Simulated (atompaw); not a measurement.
# Lutetium: generating and testing a PAW (atompaw) potential

Task: generate the file, and judge it by its logarithmic derivatives, its ghosts and its cutoff.

Program: atompaw 4.2.0.5. Reference atom: LDA (PW92), scalar-relativistic, spherical and spin-unpolarised. All values are calculated.

## Step 1: Starting point

Typed settings, in words:

```
element                 : lutetium (Lu, Z = 71)
type                    : PAW
frozen core             : [Kr] 4d10
valence charge          : 25
reference configuration : 4f14 5s2 5p6 5d1 6s2 6p0
partial waves           : 5s (bound): rc 1.40 bohr; 6s (bound): rc 2.20 bohr; 5p (bound): rc 1.80 bohr; 6p (bound, empty): rc 2.25 bohr; 5d (bound): rc 3.00 bohr; 5d channel at 4.1 Ry: rc 3.00 bohr; 4f (bound): rc 0.60 bohr; 4f channel at -0.4 Ry: rc 0.60 bohr
local potential         : bessel scheme, radius 2.30 bohr
core correction         : smooth core density matched at 1.55 bohr
augmentation charge     : besselshape compensation charge, radius 2.50 bohr; PAW radius 3.00 bohr; waves and projectors: custom rrkj gramschmidtortho
```

The nodes and maxima of the atom's own shells, from an earlier all-electron run, set the scale for the radii.

All-electron outer shells of the reference configuration (LDA (PW92), scalar-relativistic, ld1.x):

```
shell  level (eV)  outermost node (bohr)  outermost maximum (bohr)
   4p     -357.47                   0.25                      0.47
   4d     -191.71                   0.23                      0.48
   5s      -61.20                   0.57                      1.04
   5p      -31.79                   0.61                      1.19
   4f       -9.81                      –                      0.47
   6s       -4.80                   1.41                      3.00
   5d       -1.92                   0.68                      1.84
   6p       -1.40                   1.73                      4.32
```

## Step 2: The generation run

Lu.input

```
Lu 71
LDA-PW scalarrelativistic loggrid 2001 logderivrange -6 5 276
6 6 5 4 0 0
6 1 0
5 2 1
0 0 0
c
c
c
c
v
v
c
c
c
v
v
c
c
v
v
3
3.00 2.50 2.30 1.55
n
n
y
4.1
n
y
-0.4
n
custom rrkj gramschmidtortho besselshape
bessel
1.40
2.20
1.80
2.25
3.00
3.00
0.60
0.60
PWSCFOUT
UPFDX 0.0125d0 UPFXMIN -7.d0 UPFZMESH 71.d0
END
```

The run is started by

```console
atompaw < Lu.input > Lu.log
```

Q: Predict the outcome of this session. Wanted: cutoffs; bound ghosts; largest phase difference near zero energy, channels read; lowest eigenvalue of the overlap; share of valence orbitals outside the PAW sphere; UPF file.

The runs gave:

| quantity | value |
| --- | --- |
| cutoffs | not determined |
| bound ghosts | not determined |
| largest phase difference near zero energy, channels read | 0.177 rad |
| lowest eigenvalue of the overlap (Bessel basis) | 0.079 (s) |
| share of valence orbitals outside the PAW sphere | 5s 0 %, 6s 64 %, 5p 1 %, 6p 90 %, 5d 37 %, 4f 0 % |
| UPF file | written |

What this shows: Even at 400 Ry an occupied level stays 6 mRy from its reference, so no cutoffs are read. Ghosts could not be judged. Near zero energy the largest phase difference among the channels read is 0.18 rad, in the d channel.
